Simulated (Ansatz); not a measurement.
## LiMg, space group P-3m1: a charge-density difference against the sublattices, step by step

With the Ansatz DFT code, driven from Python.

Typed at the interpreter:
```pycon
>>> import ansatz as az
>>> import numpy as np
>>> vectors0 = np.array([
...     [3.13622, 0.0, 0.0],
...     [-1.56811, 2.716046, 0.0],
...     [0.0, 0.0, 10.117225],
... ])
>>> sites = [
...     ('Li', (2 / 3, 1 / 3, 0.624386)),
...     ('Li', (1 / 3, 2 / 3, 0.375614)),
...     ('Mg', (1 / 3, 2 / 3, 0.870779)),
...     ('Mg', (2 / 3, 1 / 3, 0.129221)),
... ]
>>> def on_lattice(cell):
...     crystal = az.Crystal(lattice=az.Lattice.of(cell))
...     for symbol, position in sites:
...         crystal = crystal.atom(symbol, position)
...     return crystal
...
>>> # same cell, cutoff and mesh for the crystal and its parts
>>> def solve(crystal):
...     return (
...         crystal.calculation()
...         .functional('pbesol')
...         .occupations('fermi_dirac', width=0.15)
...         .scf(max_iterations=150)
...         .basis(460, grid_basis='typed')
...         .kpoints(8, 8, 3)
...         .density()
...         .run(threads=1)
...     )
...
>>> whole = solve(on_lattice(vectors0))

>>> difference = whole.density().channels[0].density_e_per_ang3.copy()
>>> binding = whole.report['free_energy_ev']
>>> for element in ['Li', 'Mg']:
...     part = az.Crystal(lattice=az.Lattice.of(vectors0))
...     for symbol, position in sites:
...         if symbol == element:
...             part = part.atom(symbol, position)
...     alone = solve(part)
...     difference -= alone.density().channels[0].density_e_per_ang3
...     binding -= alone.report['free_energy_ev']
...     print(f'{element} sublattice: {alone.report["n_electrons"]:g} electrons, {alone.report["n_iterations"]} iterations')
...
Li sublattice: 6 electrons, 6 iterations
Mg sublattice: 20 electrons, 6 iterations
>>> voxel = abs(np.linalg.det(vectors0)) / difference.size
>>> print(f'energy of the crystal less its unpolarised sublattices: {binding / len(sites):.4f} eV/atom')
energy of the crystal less its unpolarised sublattices: -0.3394 eV/atom
>>> print(f'net charge of the difference {difference.sum() * voxel:.5f} e, charge moved {0.5 * np.abs(difference).sum() * voxel:.3f} e')
net charge of the difference -0.00000 e, charge moved 0.245 e
>>> print(f'extremes {difference.min():.4f} and {difference.max():.4f} e/A^3')
extremes -0.0292 and 0.0204 e/A^3
>>> for (symbol, position) in sites:
...     index = tuple(int(round(p * n)) % n for p, n in zip(position, difference.shape))
...     print(f'  change of the pseudo-density at the grid point nearest {symbol}: {difference[index]:+.4f} e/A^3')
...
  change of the pseudo-density at the grid point nearest Li: -0.0100 e/A^3
  change of the pseudo-density at the grid point nearest Li: -0.0100 e/A^3
  change of the pseudo-density at the grid point nearest Mg: +0.0000 e/A^3
  change of the pseudo-density at the grid point nearest Mg: +0.0000 e/A^3
```

Notes:
- The settings weren't tested for convergence.
- For a metal this k-point mesh is coarse: on a finer one energies can move by several to tens of meV an atom and pressures by half a GPa or more, differences at one mesh by less.
- Densities and potentials on the grid are those of the valence electrons, and inside the cores they hang on the potentials used.
- This cell is a computed structure, which may not be the phase found in nature.
- Charge moved counts every rearrangement, bonding and polarisation too, and is no transfer between atoms; the bare sublattices are artificial references. Values near the nuclei depend on the potentials.
- Hardware and time: 3.6 s on 1 thread of Arm Neoverse V2, with other jobs on the host, peak memory 0.39 GiB.

(Lines on the test bed's own set-up are left out of the output.)
